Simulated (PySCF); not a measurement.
# C₇H₅FO₂: excited states, first hyperpolarisability

Aim: compute the excited states, first hyperpolarisability of C₇H₅FO₂ (`O=C(O)c1ccccc1F`).

Programs: PySCF 2.14.0, with routines of our own; each step states its level. All values are computed. Atoms count from 0.

### Step 1. The starting structure

15 atoms, charge 0, multiplicity 1; geometry from: GFN2-xTB.

### Step 2. Optimising the geometry at PBE0-D3(BJ)/def2-SVP

Job settings and geometry (Å):

```
{"job": {"xc": "PBE0", "basis": "def2-SVP", "d3": "d3bj", "grid": 2, "kind": "geom"}, "charge": 0, "multiplicity": 1}
O      2.615109    -1.311404    -0.368710
C      2.071571    -0.255381    -0.157285
O      2.751834     0.880697     0.000321
C      0.599012    -0.100614    -0.049939
C     -0.182592    -1.246848    -0.202358
C     -1.558572    -1.187631    -0.118436
C     -2.184390     0.026863     0.121239
C     -1.432581     1.177515     0.276146
C     -0.052084     1.108683     0.190370
F      0.637500     2.247745     0.345987
H      3.704172     0.717972    -0.080782
H      0.329581    -2.178529    -0.388886
H     -2.145855    -2.084370    -0.239908
H     -3.260369     0.079681     0.188238
H     -1.896748     2.133612     0.462092
```

Command:

```console
OMP_NUM_THREADS=1 python excited_run.py task.json out
```

The driver reads the jobs from task.json and runs them one after another.

The program printed:

```text
step   0  E = -519.12616407  max force = 0.014900
step   1  E = -519.12737850  max force = 0.003077
step   2  E = -519.12744256  max force = 0.003951
step   3  E = -519.12771687  max force = 0.002288
step   4  E = -519.12775615  max force = 0.002136
step   5  E = -519.12778339  max force = 0.001253
step   6  E = -519.12780802  max force = 0.002094
step   7  E = -519.12783412  max force = 0.000635
step   8  E = -519.12783932  max force = 0.001894
step   9  E = -519.12785526  max force = 0.000538
step  10  E = -519.12785680  max force = 0.000335
optimisation converged
```

Wall time 2.4 min (1 thread of Intel Xeon Platinum 8488C, shared host); peak memory 0.78 GiB.

Along the way:

```tsv
step	energy from step 0 (eV)	largest force component (eV/Å)
0	0.0000	0.7662
1	-0.0330	0.1582
2	-0.0348	0.2032
3	-0.0423	0.1177
4	-0.0433	0.1098
5	-0.0441	0.0644
6	-0.0447	0.1077
7	-0.0454	0.0327
8	-0.0456	0.0974
9	-0.0460	0.0277
10	-0.0461	0.0172
```

Distances of close pairs at the start and the end, largest changes first:

```tsv
bond	before (Å)	after (Å)	change (Å)
C8–F9	1.341	1.324	-0.016
C6–H13	1.079	1.093	+0.013
C5–H12	1.079	1.092	+0.013
C4–H11	1.079	1.092	+0.012
C7–H14	1.079	1.091	+0.012
C5–C6	1.387	1.396	+0.009
C4–C5	1.380	1.388	+0.008
C6–C7	1.383	1.390	+0.007
```

The final coordinates are the input of the step that follows.

```tsv
at the end point	value
point group (found at 0.08 Å tolerance)	Cs
rotational constants (GHz, main isotopes)	2.301, 1.215, 0.795
dipole moment (D)	1.69
```

### Step 3. Excited states: TDA wB97X-D/aug-cc-pVDZ

Job settings and geometry (Å):

```
{"job": {"kind": "states", "xc": "wB97X-D", "basis": "aug-cc-pVDZ", "tda": true, "soc": true, "nstates": 6, "ntriplets": 5, "nquad": 4}, "charge": 0, "multiplicity": 1}
O      2.594718    -1.367740    -0.239378
C      2.079904    -0.297753    -0.025886
O      2.793725     0.804928     0.207744
C      0.605817    -0.094167    -0.003555
C     -0.188520    -1.220488    -0.264277
C     -1.574055    -1.145435    -0.273762
C     -2.195596     0.078620    -0.018894
C     -1.432464     1.210827     0.244144
C     -0.043847     1.120962     0.252073
F      0.641284     2.224119     0.511486
H      3.723165     0.532525     0.161473
H      0.334454    -2.158793    -0.459742
H     -2.170737    -2.036127    -0.479020
H     -3.285467     0.154468    -0.023913
H     -1.890327     2.180307     0.447763
```

With the program's defaults for keys left out, this is: TDA wB97X-D/aug-cc-pVDZ excited states, vertical, gas phase, spin-orbit mean-field couplings.

The program printed:

```text
coarse grid: 13960 points
cycle   1  E = -519.7231145768  dE =  2.380e+00  |g| = 1.043e+00  |ddm| = 2.884e+01
cycle   2  E = -519.5816987593  dE =  1.414e-01  |g| = 1.424e+00  |ddm| = 9.205e+00
cycle   3  E = -519.9359963240  dE = -3.543e-01  |g| = 1.741e-01  |ddm| = 5.347e+00
cycle   4  E = -519.9409153195  dE = -4.919e-03  |g| = 7.673e-02  |ddm| = 7.124e-01
cycle   5  E = -519.9419764652  dE = -1.061e-03  |g| = 1.481e-02  |ddm| = 2.916e-01
cycle   6  E = -519.9420287521  dE = -5.229e-05  |g| = 5.615e-03  |ddm| = 1.386e-01
cycle   7  E = -519.9420372243  dE = -8.472e-06  |g| = 1.419e-03  |ddm| = 3.922e-02
final grid: 139336 points
cycle   8  E = -519.9516543574  dE = -1.471e-04  |g| = 7.821e-03  |ddm| = 1.823e+00
cycle   9  E = -519.9516544387  dE = -8.122e-08  |g| = 8.844e-03  |ddm| = 1.848e-01
cycle  10  E = -519.9516671232  dE = -1.268e-05  |g| = 5.370e-04  |ddm| = 3.254e-02
cycle  11  E = -519.9516672179  dE = -9.470e-08  |g| = 4.542e-04  |ddm| = 1.779e-02
cycle  12  E = -519.9516672607  dE = -4.275e-08  |g| = 1.127e-04  |ddm| = 3.613e-03
cycle  13  E = -519.9516672649  dE = -4.204e-09  |g| = 6.289e-05  |ddm| = 6.782e-04
cycle  14  E = -519.9516672665  dE = -1.621e-09  |g| = 1.846e-05  |ddm| = 7.405e-04
cycle  15  E = -519.9516672666  dE = -1.592e-10  |g| = 7.738e-06  |ddm| = 1.966e-04
converged SCF energy = -519.9516672666

Singlet excitations
state   eV       nm        f     d(h-e)  d(exc)  Lambda  PR(NTO)  |dmu|/D   mu/D   main configurations
  1   5.1000   243.1   0.04383   0.438   2.891   0.683   1.585    1.260    3.245   H->L 0.71, H-1->L+3 0.21
  2   5.2946   234.2   0.00006   1.357   2.768   0.382   1.006    4.016    2.035   H-2->L 0.85, H-2->L+9 0.12
  3   5.9173   209.5   0.22040   0.455   2.934   0.778   1.487    1.549    3.538   H-1->L 0.74, H->L+3 0.16
  4   6.8912   179.9   0.00251   1.316   4.473   0.184   1.027    6.220    4.517   H->L+1 0.82
  5   7.0435   176.0   0.56288   0.135   2.954   0.758   1.906                     H->L+3 0.64, H-1->L 0.14
  6   7.1628   173.1   0.57464   0.511   3.021   0.610   1.893                     H-1->L+3 0.63, H->L 0.16

Triplet excitations (Tamm-Dancoff)
state   eV     d(h-e)  d(exc)  Lambda  PR(NTO)   main configurations
  1   3.9427   0.125   2.650   0.757   1.401   H-1->L 0.53, H->L 0.25, H->L+3 0.15
  2   4.1937   0.464   2.784   0.707   1.021   H->L 0.70, H-1->L 0.20
  3   4.6906   0.116   2.669   0.814   1.535   H->L+3 0.74, H-1->L 0.21
  4   4.9089   1.250   2.669   0.380   1.007   H-2->L 0.82, H-2->L+9 0.15
  5   5.4748   0.179   2.702   0.644   1.085   H-1->L+3 0.89
S1 - T1 = 1.1573 eV

Spin-orbit couplings |<S|Hso|T>| (cm-1)
             T1       T2       T3       T4       T5
S0        0.178    0.164    0.613   46.215    0.109
S1        0.081    0.032    0.023    1.893    0.007
S2       13.614    2.002    7.686    0.542    6.597
S3        0.212    0.086    0.262   16.183    0.058
S4        1.135    0.658    1.429    0.128    0.113
S5        0.112    0.062    0.205   15.178    0.058
S6        0.124    0.114    0.133    4.959    0.122
T1 sublevels (cm-1): 0.000 0.000 0.006   radiative rates (1/s): 0.014 4.38e-05 0.0359
```

Run time: 73 s. Hardware: 1 thread of Intel Xeon Platinum 8488C, shared host; peak memory 1.1 GiB.

From this job:

```tsv
quantity	value
S1 less T1	1.16 eV
```

### Step 4. Excited states: TDDFT CAM-B3LYP/aug-cc-pVDZ

The job, as its differences from that of step 3:

```diff
@@ -1,2 +1,2 @@
-{"job": {"kind": "states", "xc": "wB97X-D", "basis": "aug-cc-pVDZ", "tda": true, "soc": true, "nstates": 6, "ntriplets": 5, "nquad": 4}, "charge": 0, "multiplicity": 1}
+{"job": {"kind": "states", "xc": "CAM-B3LYP", "basis": "aug-cc-pVDZ", "tpa": true, "nstates": 8, "nquad": 6, "ntriplets": 0}, "charge": 0, "multiplicity": 1}
 O      2.594718    -1.367740    -0.239378
```

With the program's defaults for keys left out, this is: TDDFT CAM-B3LYP/aug-cc-pVDZ excited states, vertical, gas phase, two-photon moments by quadratic response.

The program printed:

```text
coarse grid: 13960 points
cycle   1  E = -519.6749338681  dE =  2.304e+00  |g| = 1.035e+00  |ddm| = 3.655e+01
cycle   2  E = -519.4549569342  dE =  2.200e-01  |g| = 1.548e+00  |ddm| = 1.074e+01
cycle   3  E = -519.8791168749  dE = -4.242e-01  |g| = 2.070e-01  |ddm| = 6.491e+00
cycle   4  E = -519.8861822246  dE = -7.065e-03  |g| = 8.367e-02  |ddm| = 9.187e-01
cycle   5  E = -519.8873995458  dE = -1.217e-03  |g| = 1.664e-02  |ddm| = 2.487e-01
cycle   6  E = -519.8874595582  dE = -6.001e-05  |g| = 6.007e-03  |ddm| = 1.646e-01
cycle   7  E = -519.8874681811  dE = -8.623e-06  |g| = 1.487e-03  |ddm| = 4.083e-02
final grid: 139336 points
cycle   8  E = -519.9060863710  dE = -2.770e-05  |g| = 4.320e-03  |ddm| = 4.816e-01
cycle   9  E = -519.9060849977  dE =  1.373e-06  |g| = 5.409e-03  |ddm| = 5.693e-02
cycle  10  E = -519.9060903199  dE = -5.322e-06  |g| = 5.343e-04  |ddm| = 2.408e-02
cycle  11  E = -519.9060903671  dE = -4.728e-08  |g| = 2.839e-04  |ddm| = 3.852e-03
cycle  12  E = -519.9060903817  dE = -1.459e-08  |g| = 1.116e-04  |ddm| = 1.787e-03
cycle  13  E = -519.9060903846  dE = -2.874e-09  |g| = 2.409e-05  |ddm| = 7.020e-04
cycle  14  E = -519.9060903848  dE = -2.050e-10  |g| = 1.042e-05  |ddm| = 2.179e-04
converged SCF energy = -519.9060903848

Singlet excitations
state   eV       nm        f     d(h-e)  d(exc)  Lambda  PR(NTO)  |dmu|/D   mu/D   delta(TPA)   sigma/GM   main configurations
  1   4.9921   248.4   0.04499   0.438   2.892   0.670   1.560    1.462    3.486       18.44      0.168   H->L 0.79, H-1->L+3 0.14
  2   5.2759   235.0   0.00006   1.359   2.780   0.378   1.007    3.973    1.962        0.09      0.001   H-2->L 0.85, H-2->L+9 0.12
  3   5.6640   218.9   0.18031   0.428   2.928   0.770   1.509    1.465    3.494       82.20      0.966   H-1->L 0.80, H->L+3 0.13
  4   6.6419   186.7   0.42059   0.053   2.913   0.746   1.650    0.176    2.120        7.00      0.113   H->L+3 0.73, H-1->L 0.14
  5   6.6610   186.1   0.00444   1.342   4.468   0.218   1.023    6.225    4.457       49.00      0.796   H->L+1 0.88
  6   6.8046   182.2   0.43458   0.213   2.929   0.598   1.583    0.445    2.473       45.48      0.772   H-1->L+3 0.74, H->L 0.13
  7   7.0478   175.9   0.00808   1.358   4.517   0.216   1.085                                            H-1->L+1 0.87
  8   7.1840   172.6   0.01374   0.400   4.633   0.224   1.055                                            H->L+2 0.41, H->L+4 0.21, H->L+8 0.16
```

It took 1.7 min on 1 thread of Intel Xeon Platinum 8488C, shared host; peak memory 1.2 GiB.

### Step 5. First hyperpolarisability: quadratic response CAM-B3LYP/aug-cc-pVDZ

The job, as its differences from that of step 4:

```diff
@@ -1,2 +1,2 @@
-{"job": {"kind": "states", "xc": "CAM-B3LYP", "basis": "aug-cc-pVDZ", "tpa": true, "nstates": 8, "nquad": 6, "ntriplets": 0}, "charge": 0, "multiplicity": 1}
+{"job": {"kind": "beta", "xc": "CAM-B3LYP", "basis": "aug-cc-pVDZ"}, "charge": 0, "multiplicity": 1}
 O      2.594718    -1.367740    -0.239378
```

Method: quadratic response CAM-B3LYP/aug-cc-pVDZ first hyperpolarisability, Taylor convention, gas phase.

The program printed:

```text
coarse grid: 13960 points
cycle   1  E = -519.6749338681  dE =  2.304e+00  |g| = 1.035e+00  |ddm| = 3.655e+01
cycle   2  E = -519.4549569342  dE =  2.200e-01  |g| = 1.548e+00  |ddm| = 1.074e+01
cycle   3  E = -519.8791168749  dE = -4.242e-01  |g| = 2.070e-01  |ddm| = 6.491e+00
cycle   4  E = -519.8861822246  dE = -7.065e-03  |g| = 8.367e-02  |ddm| = 9.187e-01
cycle   5  E = -519.8873995458  dE = -1.217e-03  |g| = 1.664e-02  |ddm| = 2.487e-01
cycle   6  E = -519.8874595582  dE = -6.001e-05  |g| = 6.007e-03  |ddm| = 1.646e-01
cycle   7  E = -519.8874681811  dE = -8.623e-06  |g| = 1.487e-03  |ddm| = 4.083e-02
final grid: 139336 points
cycle   8  E = -519.9060863710  dE = -2.770e-05  |g| = 4.320e-03  |ddm| = 4.816e-01
cycle   9  E = -519.9060849977  dE =  1.373e-06  |g| = 5.409e-03  |ddm| = 5.693e-02
cycle  10  E = -519.9060903199  dE = -5.322e-06  |g| = 5.343e-04  |ddm| = 2.408e-02
cycle  11  E = -519.9060903671  dE = -4.727e-08  |g| = 2.839e-04  |ddm| = 3.853e-03
cycle  12  E = -519.9060903817  dE = -1.460e-08  |g| = 1.116e-04  |ddm| = 1.787e-03
cycle  13  E = -519.9060903846  dE = -2.868e-09  |g| = 2.409e-05  |ddm| = 7.020e-04
cycle  14  E = -519.9060903848  dE = -2.040e-10  |g| = 1.042e-05  |ddm| = 2.179e-04
converged SCF energy = -519.9060903848

Lowest singlets (eV, f): 4.9921 0.0450  5.2759 0.0001  5.6640 0.1803

First hyperpolarisability (au)
process     nm      |vector|   parallel      HRS      DR
static         -      152.23      56.61     103.04   2.198
shg       1907.0      164.59      65.36     109.33   2.236
eope      1907.0      156.13       59.4          -       -
shg       1064.0      200.45      89.77     126.37   2.356
eope      1064.0      165.54      66.03          -       -
```

Wall time 85 s (1 thread of Intel Xeon Platinum 8488C, shared host); peak memory 1.2 GiB.

### Step 6. Excited states: TDA wB97X-D/aug-cc-pVDZ in ethanol

The job, as its differences from that of step 5:

```diff
@@ -1,2 +1,2 @@
-{"job": {"kind": "beta", "xc": "CAM-B3LYP", "basis": "aug-cc-pVDZ"}, "charge": 0, "multiplicity": 1}
+{"job": {"kind": "states", "xc": "wB97X-D", "basis": "aug-cc-pVDZ", "tda": true, "soc": true, "nstates": 6, "ntriplets": 5, "nquad": 4, "solvent": "ethanol"}, "charge": 0, "multiplicity": 1}
 O      2.594718    -1.367740    -0.239378
```

Level: TDA wB97X-D/aug-cc-pVDZ excited states, vertical, IEF-PCM ethanol (non-equilibrium response), spin-orbit mean-field couplings.

The program printed:

```text
coarse grid: 13960 points
cycle   1  E = -519.7462174749  dE =  2.357e+00  |g| = 1.021e+00  |ddm| = 2.889e+01
cycle   2  E = -519.6509170162  dE =  9.530e-02  |g| = 1.313e+00  |ddm| = 9.506e+00
cycle   3  E = -519.9503863925  dE = -2.995e-01  |g| = 1.301e-01  |ddm| = 5.278e+00
cycle   4  E = -519.9529513259  dE = -2.565e-03  |g| = 6.917e-02  |ddm| = 6.658e-01
cycle   5  E = -519.9538278523  dE = -8.765e-04  |g| = 1.227e-02  |ddm| = 3.165e-01
cycle   6  E = -519.9538649829  dE = -3.713e-05  |g| = 4.731e-03  |ddm| = 1.373e-01
cycle   7  E = -519.9538712930  dE = -6.310e-06  |g| = 1.036e-03  |ddm| = 4.096e-02
final grid: 139336 points
cycle   8  E = -519.9633438249  dE = -1.482e-04  |g| = 7.528e-03  |ddm| = 1.865e+00
cycle   9  E = -519.9633447724  dE = -9.475e-07  |g| = 8.303e-03  |ddm| = 2.048e-01
cycle  10  E = -519.9633558022  dE = -1.103e-05  |g| = 5.058e-04  |ddm| = 3.074e-02
cycle  11  E = -519.9633559147  dE = -1.125e-07  |g| = 3.780e-04  |ddm| = 1.890e-02
cycle  12  E = -519.9633559511  dE = -3.642e-08  |g| = 8.638e-05  |ddm| = 3.659e-03
cycle  13  E = -519.9633559552  dE = -4.052e-09  |g| = 6.526e-05  |ddm| = 9.081e-04
cycle  14  E = -519.9633559567  dE = -1.581e-09  |g| = 1.809e-05  |ddm| = 7.682e-04
cycle  15  E = -519.9633559569  dE = -1.705e-10  |g| = 6.730e-06  |ddm| = 1.965e-04
converged SCF energy = -519.9633559569

Singlet excitations
state   eV       nm        f     d(h-e)  d(exc)  Lambda  PR(NTO)  |dmu|/D   mu/D   main configurations
  1   5.0576   245.1   0.06148   0.522   2.913   0.671   1.496    1.702    4.416   H->L 0.75, H-1->L+2 0.18
  2   5.4434   227.8   0.00016   1.296   2.732   0.393   1.007    4.265    1.577   H-2->L 0.86, H-2->L+9 0.11
  3   5.8035   213.6   0.32434   0.619   2.960   0.767   1.332    2.329    5.043   H-1->L 0.80, H->L+2 0.11
  4   6.8995   179.7   0.41523   0.113   3.531   0.549   1.323    0.841    2.299   H->L+2 0.45, H->L+1 0.31
  5   6.9012   179.7   0.28010   0.181   3.804   0.436   1.220                     H->L+1 0.46, H->L+2 0.30
  6   6.9928   177.3   0.58966   0.445   2.988   0.622   1.693                     H-1->L+2 0.69, H->L 0.15

Triplet excitations (Tamm-Dancoff)
state   eV     d(h-e)  d(exc)  Lambda  PR(NTO)   main configurations
  1   3.9432   0.184   2.666   0.746   1.359   H-1->L 0.54, H->L 0.26, H->L+2 0.14
  2   4.1717   0.517   2.797   0.693   1.019   H->L 0.69, H-1->L 0.21
  3   4.6918   0.133   2.663   0.818   1.505   H->L+2 0.75, H-1->L 0.20
  4   5.0687   1.204   2.644   0.390   1.007   H-2->L 0.83, H-2->L+9 0.13
  5   5.4890   0.117   2.695   0.651   1.056   H-1->L+2 0.91
S1 - T1 = 1.1145 eV

Spin-orbit couplings |<S|Hso|T>| (cm-1)
             T1       T2       T3       T4       T5
S0        0.136    0.153    0.360   45.668    0.128
S1        0.070    0.033    0.013    1.911    0.007
S2       12.788    2.593    6.880    0.586    4.742
S3        0.284    0.105    0.220   16.093    0.062
S4        0.573    0.489    0.452    8.044    0.081
S5        0.687    0.637    0.525    6.614    0.094
S6        0.060    0.052    0.090    2.511    0.044
T1 sublevels (cm-1): 0.000 0.000 0.004   radiative rates (1/s): 0.00574 0.000167 0.0207
```

It took 93 s on 1 thread of Intel Xeon Platinum 8488C, shared host; peak memory 1.1 GiB.

Key values:

```tsv
quantity	value
S1 less T1	1.11 eV
```

### Step 7. What came out

```
                                                   quantity                                                value
                                                point group                                                   Cs
                       rotational constants (main isotopes)                                 2.30, 1.22, 0.80 GHz
               S1 less T1 (step 3, TDA wB97X-D/aug-cc-pVDZ)                                              1.16 eV
β vector (step 5, quadratic response CAM-B3LYP/aug-cc-pVDZ)  static 152, SHG 1907.0 nm 165, SHG 1064.0 nm 200 au
    S1 less T1 (step 6, TDA wB97X-D/aug-cc-pVDZ in ethanol)                                              1.11 eV
```

What this shows: Over 10 steps the energy fell by 0.046 eV; of the close pairs, C8–F9 changed most, 1.341 to 1.324 Å. No frequency check was run at this level, so the end point may be a saddle. In step 3, the number of triplets below S1 is 4, and the largest singlet-triplet spin-orbit coupling is S0–T4, 46.22 cm⁻¹. β grows from 152 au (static) to 200 au for doubling at 1064.0 nm: normal dispersion, which grows as twice the photon energy moves toward the bright states. In step 6 some excited states are degenerate or nearly so. In step 6, the number of triplets below S1 is 3, and the largest singlet-triplet spin-orbit coupling is S0–T4, 45.67 cm⁻¹.
